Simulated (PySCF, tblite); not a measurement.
# C4H11ClSSi: geometry, infrared bands and NMR shifts

Wanted: the infrared bands and NMR shifts of C4H11ClSSi (`CCC[Si@H](Cl)SC`), by calculation.

The runs use tblite 0.8.0 and PySCF 2.14.0, with density-fitted response routines of our own; the level of theory stands in each step. All values are computed, except where a source is named. Atoms count from 0, in the outputs and in this text.

**1. The starting structure**

18 atoms, charge 0, multiplicity 1; geometry from: force field or distance geometry start.

Bonds of the start (Å): C0–C1 1.51, C1–C2 1.54, C2–Si3 1.86, Si3–Cl4 2.04, Si3–S5 2.14, S5–C6 1.81, C0–H7 1.09, C0–H8 1.10, C0–H9 1.09, C1–H10 1.09, C1–H11 1.11, C2–H12 1.09, C2–H13 1.09, Si3–H14 1.49, C6–H15 1.11, C6–H16 1.09, C6–H17 1.08.

**2. Geometry optimisation with GFN2-xTB**

The job: settings as JSON, then the geometry in Å.

```
{"job": {"kind": "relax", "xc": "GFN2-xTB", "basis": "xTB"}, "charge": 0, "multiplicity": 1}
C     -3.271700    -0.328700    -0.014200
C     -1.958300     0.267700     0.432700
C     -0.768100    -0.344200    -0.329200
Si     0.912400     0.288300     0.140900
Cl     1.070200     2.278300    -0.254700
S      2.403200    -0.777500    -0.972800
C      3.958900    -0.075800    -0.366100
H     -3.445700    -0.125100    -1.072200
H     -4.100800     0.115100     0.552700
H     -3.308300    -1.409800     0.149900
H     -1.986200     1.349200     0.303400
H     -1.837200     0.077400     1.519200
H     -0.930700    -0.156900    -1.394000
H     -0.788100    -1.430200    -0.202600
H      1.174100     0.100900     1.599400
H      4.050400    -0.222700     0.729900
H      4.795800    -0.582300    -0.848200
H      4.021400     0.982600    -0.592500
```

Command:

```bash
> OMP_NUM_THREADS=1 python probes_run.py task.json out
```

This one command runs all jobs of the session in turn.

**Question.** This job is followed by: GFN2-xTB harmonic vibrations, gas phase; GIAO PBE0/pcSseg-1 NMR shielding, non-relativistic, gas phase. Predict these results of the whole session: strongest single infrared mode (GFN2-xTB); zero-point energy (GFN2-xTB); ¹³C shifts against TMS (PBE0/pcSseg-1); ¹H shifts against TMS (PBE0/pcSseg-1, means over atoms taken as alike); ²⁹Si shifts against TMS (PBE0/pcSseg-1); ³⁵Cl shifts against HCl (PBE0/pcSseg-1); ³³S shifts against CS2 (PBE0/pcSseg-1); surface potential, 1st and 99th percentile.

The runs gave:

| quantity | value |
| --- | --- |
| strongest single infrared mode (GFN2-xTB) | 657 cm⁻¹, 266 km/mol |
| zero-point energy (GFN2-xTB) | 89.0 kcal/mol |
| ¹³C shifts against TMS (PBE0/pcSseg-1) | 24.4, 20.8, 20.4, 13.2 ppm |
| ¹H shifts against TMS (PBE0/pcSseg-1, means over atoms taken as alike) | 5.66, 2.14, 1.59, 1.27, 1.12, 1.00, 0.79 ppm |
| ²⁹Si shifts against TMS (PBE0/pcSseg-1) | 21.6 ppm |
| ³⁵Cl shifts against HCl (PBE0/pcSseg-1) | -3 ppm |
| ³³S shifts against CS2 (PBE0/pcSseg-1) | -144 ppm |
| surface potential, 1st and 99th percentile | -0.94 V and 0.88 V |

In words: Relaxing lowered the energy by 0.084 eV in 65 steps; the close pair that moved most is C2–Si3, from 1.856 to 1.892 Å. All 48 modes are real, so the xTB geometry is a minimum. The strongest single mode, at 657 cm⁻¹, moves mainly H14. GFN2-xTB is a fitted tight-binding method: band positions and strengths are rough. Its intensities can rank the bands wrongly. At PBE0/pcSseg-1: Shielding is most anisotropic at Cl4 (span 191 ppm, paramagnetic term -198 ppm).
